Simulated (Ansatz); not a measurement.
# SiICl3: up Jacob's ladder to CCSD(T)

How much do the methods differ for SiICl3? The plan is to run it at one geometry with functionals of several rungs and with coupled cluster, and see how far each lands from CCSD(T) at the basis-set limit for the atomisation energy.

Method: functionals in def2-TZVPP, the program's frozen cores in correlated methods; program: Ansatz 0.2.0, Gaussian basis.

The runs, in order: LDA (SPW92), PBE-D4, revPBE-D4, BLYP-D4, r2SCAN-D4, B97M-V, PBE0-D4, B3LYP-D4, r2SCANh-D4, r2SCAN0-D4, HSE06-D4, BHLYP-D4, CAM-B3LYP-D4, LC-ωPBE, ωB97X-V, ωB97M-V, B2PLYP, PBE-QIDH; CCSD(T)/def2-SVP; CCSD(T)/def2-TZVPP; MP2/def2-QZVPP; extrapolation to the limit; RPA on PBE.

### Step 1. The relaxed structure

The geometry comes from an earlier relaxation with PBE0-D4 in a triple-zeta def2 set; it is a stationary point. I takes the def2 core potential; no spin-orbit term is included.

SMILES `Cl[Si](Cl)(Cl)I`, 5 atoms, charge 0, spin multiplicity 1.

Atoms are counted from 1 here; the program's logs count them from 0.

Bond lengths: Cl1–Si2 2.027 Å, Si2–Cl3 2.027 Å, Si2–Cl4 2.027 Å, Si2–I5 2.410 Å. Angles: Cl1–Si2–Cl3 108.9°, Cl1–Si2–Cl4 108.9°, Cl1–Si2–I5 110.0°, Cl3–Si2–Cl4 108.9°, Cl3–Si2–I5 110.0°, Cl4–Si2–I5 110.0°.

### Step 2. LDA

This LDA is Slater exchange with PW92 correlation.

in.yaml reads:

```yaml
crystal:
  periodic: [false, false, false]
  atoms:
    - {symbol: Cl, position_ang: [-0.814640, -0.356201, 1.837663]}
    - {symbol: Si, position_ang: [0.001165, -0.078543, 0.002877]}
    - {symbol: Cl, position_ang: [1.778152, -1.050435, -0.079709]}
    - {symbol: Cl, position_ang: [-1.241521, -0.862096, -1.393853]}
    - {symbol: I, position_ang: [0.326844, 2.273576, -0.408380]}
basis:
  gaussian: {orbitals: def2-TZVPP}
hamiltonian: {xc: lda}
output: {orbitals: {seedname: orbitals}}
```

The runs that follow: PBE-D4 (GGA); revPBE-D4 (GGA); BLYP-D4 (GGA); r2SCAN-D4 (meta-GGA); B97M-V (meta-GGA); PBE0-D4 (hybrid); B3LYP-D4 (hybrid); r2SCANh-D4 (hybrid); r2SCAN0-D4 (hybrid); HSE06-D4 (hybrid); BHLYP-D4 (hybrid); CAM-B3LYP-D4 (range-separated); LC-ωPBE-D4 (range-separated); ωB97X-V (range-separated); ωB97M-V (range-separated); B2PLYP (double hybrid); PBE-QIDH (double hybrid); CCSD(T) in def2-SVP; CCSD(T) in def2-TZVPP; MP2 in def2-QZVPP; RPA on PBE orbitals.

Q: Predict the results of all the runs planned. Wanted: atomisation energy, CCSD(T)/CBS; farthest beyond LDA; mean size of error, GGA; mean size of error, meta-GGA; mean size of error, hybrid; mean size of error, range-separated; mean size of error, double hybrid; gap, smallest and largest; T1 diagnostic.

**Answer**, as computed:

| quantity | value |
| --- | --- |
| atomisation energy, CCSD(T)/CBS | 15.538 eV |
| functionals within 0.155 eV (1.0 %) | r2SCAN-D4, B97M-V, PBE0-D4, r2SCANh-D4, HSE06-D4, ωB97X-V, ωB97M-V, PBE-QIDH |
| farthest beyond LDA | BHLYP-D4 (-0.900 eV) |
| mean size of error, GGA | 0.371 eV |
| mean size of error, meta-GGA | 0.116 eV |
| mean size of error, hybrid | 0.294 eV |
| mean size of error, range-separated | 0.318 eV |
| mean size of error, double hybrid | 0.347 eV |
| gap, smallest and largest | 4.64 eV (BLYP-D4), 11.65 eV (LC-ωPBE) |
| T1 diagnostic | 0.0085 |
| triples share of the correlation energy | 3.5 % |

The LDA atomisation energy is off by 2.340 eV (15 %): it overbinds. PBE-D4 misses by +0.226 eV. Double hybrids carry the basis error of their MP2 part in triple zeta, and no dispersion term here, so their miss is partly the set-up's. Taken by rung, meta-GGA functionals do best (0.116 eV on average) and GGA ones worst beyond LDA (0.371 eV). RPA and LDA stand outside this count. Misses under about 0.155 eV are within the doubt on the reference itself, which lacks core-valence correlation, spin-orbit coupling and higher excitations, and its outer-core shells are covered unevenly. All levels share the lack of spin-orbit coupling, which lowers the free heavy atoms and so the true binding. Hartree-Fock recovers 71 % of the binding; the rest is correlation. CCSD(T) in def2-SVP is off by -2.048 eV, which most functionals beat. Orbital gaps span 4.6 to 11.7 eV; exact exchange widens them. Correlated methods include outer-core shells of I, which these sets cover unevenly.
